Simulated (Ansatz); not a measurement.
# SiNH4O2 (SMILES N[Si](O)O): UPBE0/cc-pVDZ

Aim: the energy change on altering one bond length of SiNH4O2 at UPBE0/cc-pVDZ, from 2 runs. 

The calculation is run with Ansatz 0.2.0.

68 further runs of the same task are left out: 68 set aside as unsound or not needed.

## (1) The molecule

The species is SiNH4O2 (8 atoms), meant as a doublet with charge 0. As SMILES, `N[Si](O)O`. The coordinates come from a PBE0-D4/def2-TZVP relaxation. This is one conformer, not always the lowest.

Bond lengths: N1–Si2 1.700 Å, Si2–O3 1.651 Å, Si2–O4 1.651 Å, N1–H5 1.006 Å, N1–H6 1.006 Å, O3–H7 0.958 Å, O4–H8 0.958 Å. Angles: N1–Si2–O3 104.3°, N1–Si2–O4 104.3°, O3–Si2–O4 116.1°, Si2–N1–H5 120.9°, Si2–N1–H6 120.9°, Si2–O3–H7 115.7°, Si2–O4–H8 115.7°, H5–N1–H6 112.9°.

## (2) A single-point energy at UPBE0/cc-pVDZ

Contents of molecule.yaml:

```yaml
crystal:
  periodic: [false, false, false]
  atoms:
    - {symbol: N, position_ang: [-0.498000, 1.267000, 0.129300]}
    - {symbol: Si, position_ang: [0.096000, -0.243600, -0.376000]}
    - {symbol: O, position_ang: [1.641600, -0.288300, 0.202600]}
    - {symbol: O, position_ang: [-0.956500, -1.334700, 0.277900]}
    - {symbol: H, position_ang: [0.071200, 2.094000, 0.065100]}
    - {symbol: H, position_ang: [-1.483600, 1.467400, 0.110500]}
    - {symbol: H, position_ang: [2.250900, -0.848000, -0.280900]}
    - {symbol: H, position_ang: [-1.029400, -2.171000, -0.184200]}
basis:
  gaussian:
    orbitals: cc-pVDZ
total_charge: 0
magnetization:
  spin_polarized: true
  initial_magnetization: 1
hamiltonian:
  xc: pbe0
accuracy: high
output: {orbitals: {seedname: orbitals}}
```

Run with:

```
$ ansatz run molecule.yaml --threads 1 --pin off --max-ram 3480MiB --events-out events.jsonl --progress --plain --runs-dir runs
```

The log of the run:

```text
Warning: RAYON_NUM_THREADS=1 ignored (pool sized by the plan → 1); use --threads N
Functional definition: PBE0
  name "PBE0"
  parameter a = 0.25
  parameter kappa = 0.804
  parameter beta = 0.06672455060314922
  exchange = (1 - a)*pbe_x(kappa = kappa, mu = beta*pi^2/3) + a*exact_x
  correlation = pbe_c(beta = beta)
1811 factors; integrals over basis functions are off by at most 3.9e-9 eV
mean field evaluation 1: about -13508.0283 eV, gradient 5.5e1 eV
mean field evaluation 2: about -13494.5737 eV, gradient 7.9e1 eV
mean field evaluation 4: about -13518.8525 eV, gradient 1.2e0 eV
mean field evaluation 8: about -13519.0734 eV, gradient 8.5e-2 eV
mean field evaluation 16: about -13519.0735 eV, gradient 1.3e-4 eV
mean field -13519.07347984 eV, -496.8167868269 hartree, gradient 9.4e-8 eV, S^2 0.752031; 0 other end points of the search recorded, 0 dependent functions left out
reference -13519.07348234 eV, -496.8167869187 hartree; 21, 20 occupied and 59, 60 virtual orbitals, 1811 factors
Total energy: -13519.07348234 eV, -496.8167869187 hartree
```

Run time: 11 s. Hardware: 1 thread of Arm Neoverse V1, shared host; peak memory 0.35 GiB.

## (3) The distorted shape at the same level

Contents of run.yaml:

```yaml
crystal:
  periodic: [false, false, false]
  atoms:
    - {symbol: "N", position_ang: [-0.350194, 1.236947, 0.132119]}
    - {symbol: Si, position_ang: [0.243806, -0.273653, -0.373181]}
    - {symbol: O, position_ang: [1.789406, -0.318353, 0.205419]}
    - {symbol: O, position_ang: [-0.808694, -1.364753, 0.280719]}
    - {symbol: H, position_ang: [0.219006, 2.063947, 0.067919]}
    - {symbol: H, position_ang: [-1.483600, 1.467400, 0.110500]}
    - {symbol: H, position_ang: [2.398706, -0.878053, -0.278081]}
    - {symbol: H, position_ang: [-0.881594, -2.201053, -0.181381]}
basis:
  gaussian:
    orbitals: cc-pVDZ
magnetization:
  spin_polarized: true
  initial_magnetization: 1
hamiltonian:
  xc: {name: PBE0}
accuracy: high
output:
  orbitals: {seedname: orbitals}
```

Run with:

```
$ ansatz run run.yaml --threads 1 --pin off --max-ram 3480MiB --events-out events.jsonl --progress --plain --runs-dir runs
```

The log of the run, cut to the lines that bear on the results:

```text
Warning: RAYON_NUM_THREADS=1 ignored (pool sized by the plan → 1); use --threads N
[... 7 set-up lines as earlier in the session ...]
1818 factors; integrals over basis functions are off by at most 3.9e-9 eV
mean field evaluation 1: about -13507.7857 eV, gradient 5.4e1 eV
mean field evaluation 2: about -13493.6305 eV, gradient 7.9e1 eV
mean field evaluation 4: about -13518.4941 eV, gradient 1.5e0 eV
mean field evaluation 8: about -13518.7088 eV, gradient 2.0e-1 eV
mean field evaluation 16: about -13518.7089 eV, gradient 8.5e-5 eV
mean field -13518.70894914 eV, -496.8033905710 hartree, gradient 7.7e-8 eV, S^2 0.752133; 0 other end points of the search recorded, 0 dependent functions left out
reference -13518.70895164 eV, -496.8033906629 hartree; 21, 20 occupied and 59, 60 virtual orbitals, 1818 factors
Total energy: -13518.70895164 eV, -496.8033906629 hartree
```

It took 11 s on 1 thread of Arm Neoverse V1, shared host; peak memory 0.36 GiB.

## (4) Outcome

Level: UPBE0/cc-pVDZ.

| quantity | value |
| --- | --- |
| first shape: total energy | -496.81679 Eh |
| first shape: HOMO energy (highest over α and β) | -4.97 eV |
| first shape: LUMO energy (lowest over α and β) | -1.22 eV |
| first shape: ⟨S²⟩ | 0.752 |
| distorted shape: total energy | -496.80339 Eh |
| distorted shape: HOMO energy (highest over α and β) | -4.94 eV |
| distorted shape: LUMO energy (lowest over α and β) | -1.21 eV |
| distorted shape: ⟨S²⟩ | 0.752 |
| energy change with the N1–H6 bond stretched from 1.006 to 1.157 Å | 0.365 eV |

What this shows: With the N1–H6 bond stretched from 1.006 to 1.157 Å the energy rises by 0.36 eV (35.2 kJ/mol). The first shape isn't relaxed at this level, so the change isn't measured from a minimum.
